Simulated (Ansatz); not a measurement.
# CHClFGeNO: how energies converge with the basis set

Aim: see how fast density functionals converge with the basis set for CHClFGeNO.

The runs use Ansatz 0.2.0, Gaussian basis; one geometry, several basis sets.

Levels to be run: PBE0-D4/def2-SVP; ωB97M-V/def2-SVP; PBE0-D4/def2-QZVPP; ωB97M-V/def2-QZVPP; the functionals' def2-TZVPP values are taken from earlier runs.

## 1. Structure used throughout

An earlier PBE0-D4 in a triple-zeta def2 set relaxation fixed the geometry.

SMILES `O=C=[N][GeH]([F])[Cl]`, 7 atoms, charge 0, spin multiplicity 1.

Atoms are counted from 1 here; the program's logs count them from 0.

Bond lengths: O1–C2 1.159 Å, C2–N3 1.206 Å, N3–Ge4 1.804 Å, Ge4–F5 1.720 Å, Ge4–Cl6 2.123 Å, Ge4–H7 1.518 Å. Angles: O1–C2–N3 175.9°, C2–N3–Ge4 137.5°, N3–Ge4–F5 106.8°, N3–Ge4–Cl6 110.2°, N3–Ge4–H7 110.9°, F5–Ge4–Cl6 106.6°, F5–Ge4–H7 109.4°, Cl6–Ge4–H7 112.7°.

## 2. PBE0-D4 in def2-SVP

Contents of in.yaml:

```yaml
crystal:
  periodic: [false, false, false]
  atoms:
    - {symbol: O, position_ang: [1.675778, -1.506396, 1.867094]}
    - {symbol: C, position_ang: [1.076676, -1.163708, 0.936139]}
    - {symbol: N, position_ang: [0.474431, -0.882782, -0.070721]}
    - {symbol: Ge, position_ang: [-0.556332, 0.470077, -0.670905]}
    - {symbol: F, position_ang: [0.511301, 1.720902, -1.176347]}
    - {symbol: Cl, position_ang: [-1.715872, 1.269328, 0.917683]}
    - {symbol: H, position_ang: [-1.404882, 0.024579, -1.848643]}
basis:
  gaussian: {orbitals: def2-SVP}
hamiltonian: {xc: pbe0, dispersion: d4}
output: {orbitals: {seedname: orbitals}}
```

Command:

```console
$ ansatz run in.yaml --threads 2 --pin off --events-out ev --progress --plain --max-ram 32768MiB --backend cpu
```

Further steps of the session: ωB97M-V in def2-SVP; PBE0-D4 in def2-QZVPP; ωB97M-V in def2-QZVPP.

**Question.** What will the summary of the whole plan be? Wanted: PBE0-D4: double and triple zeta above quadruple; ωB97M-V: double and triple zeta above quadruple.

**Answer**, as computed:

| quantity | value |
| --- | --- |
| PBE0-D4: double and triple zeta above quadruple | 22.24, 1.99 eV |
| ωB97M-V: double and triple zeta above quadruple | 22.28, 1.90 eV |

What this shows: PBE0-D4 gains 20.25 eV from double to triple zeta, then 1.99 eV more. These are total energies; as a rule much of such shifts cancels in differences, which this series doesn't test. The LUMO of ωB97M-V is positive and keeps falling with the basis (1.48 to 0.93 eV): an unbound level that the basis holds in place.
